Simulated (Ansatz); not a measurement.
**GeOF+ (triplet): wave-function methods side by side, cc-pVDZ**

The task here is to estimate one member of a computed series from the others.

The runs use Ansatz 0.2.0, Gaussian basis; cc-pVDZ, core rule «outside noble gas», up to 16 orbitals frozen.

Plan: UHF; CCSD(T) on ROHF; CCSD(T) on UHF; BCCD(T) on ROHF; CISD; CCSDT(Q) on ROHF; CCSDT(Q) on UHF; CASSCF and MRCISD+Q, 14 electrons in 11 orbitals; CASSCF and NEVPT2, 14 electrons in 11 orbitals.

25 further runs of the same task are left out: 2 for a known fault of the program, 12 that didn't finish, 11 set aside as unsound or not needed.

## The geometry

The geometry is a PBE0/def2-TZVP stationary point (not a proven minimum) of the parent state, kept for this charge and spin. No spin-orbit coupling is included. The filled d shell of Ge may be among the frozen orbitals whatever the setting's name suggests; the logs give the count.

3 atoms, charge 1, spin multiplicity 3.

Atoms are counted from 1 here; the program's logs count them from 0.

Bond lengths: F1–Ge3 1.740 Å, O2–Ge3 1.672 Å. Angles: F1–Ge3–O2 117.1°.

Set-up of the first run:

The input, in.yaml:

```yaml
crystal:
  periodic: [false, false, false]
  atoms:
    - {symbol: F, position_ang: [0.000000, 0.534894, 1.467658]}
    - {symbol: O, position_ang: [0.000000, 0.667041, -1.440265]}
    - {symbol: Ge, position_ang: [0.000000, -0.286817, -0.066627]}
basis:
  gaussian: {orbitals: cc-pVDZ}
total_charge: 1
magnetization: {spin_polarized: true, initial_magnetization: 2}
hamiltonian: {xc: hf}
output: {orbitals: {seedname: orbitals}}
```

Command:

```console
$ ansatz run in.yaml --threads 1 --pin off --events-out ev --progress --plain --max-ram 2393MiB
```

Among the steps run: UHF; CCSD(T) on ROHF; CCSD(T) on UHF; BCCD(T) on ROHF; CISD; CCSDT(Q) on ROHF; CCSDT(Q) on UHF; CASSCF and MRCISD+Q, 14 electrons in 11 orbitals; CASSCF and NEVPT2, 14 electrons in 11 orbitals.

One of the session's tables, all rows but one given; the rest of the session is left out.

It belongs to the step «Misses and costs». 

| method | from UCCSDT(Q) (meV) |
| --- | --- |
| ROHF | +11606.3 |
| UHF | +11372.6 |
| RMP2 | +796.4 |
| UMP2 | +812.3 |
| RCCSD | +385.8 |
| UCCSD | +371.6 |
| RCCSD(T) | +85.3 |
| UCCSD(T) | +81.0 |
| BCCD(T) | ? |
| RCCSDT | +47.6 |
| UCCSDT | +41.1 |
| RCCSDT(Q) | +17.6 |
| UCCSDT(Q) | 0 |
| CASSCF valence | +8958.2 |
| NEVPT2 valence | +1103.4 |
| MRCISD valence | +721.6 |
| MRCISD+Q valence | +135.6 |

Q: Estimate the row for BCCD(T) from the others.

As computed: from UCCSDT(Q) (meV): +79.9. In the column «from UCCSDT(Q) (meV)» it lies between RCCSDT (+47.6) and UCCSD(T) (+81.0).

Not comparable, so not listed: CISD (they don't share determinant, frozen orbitals or solution with the rows shown, or repeat one).

To keep in mind: Restricted and unrestricted rows rest on different reference determinants; where their highest levels disagree by more than a few hundredths of an eV, they describe different states and don't form one ladder.
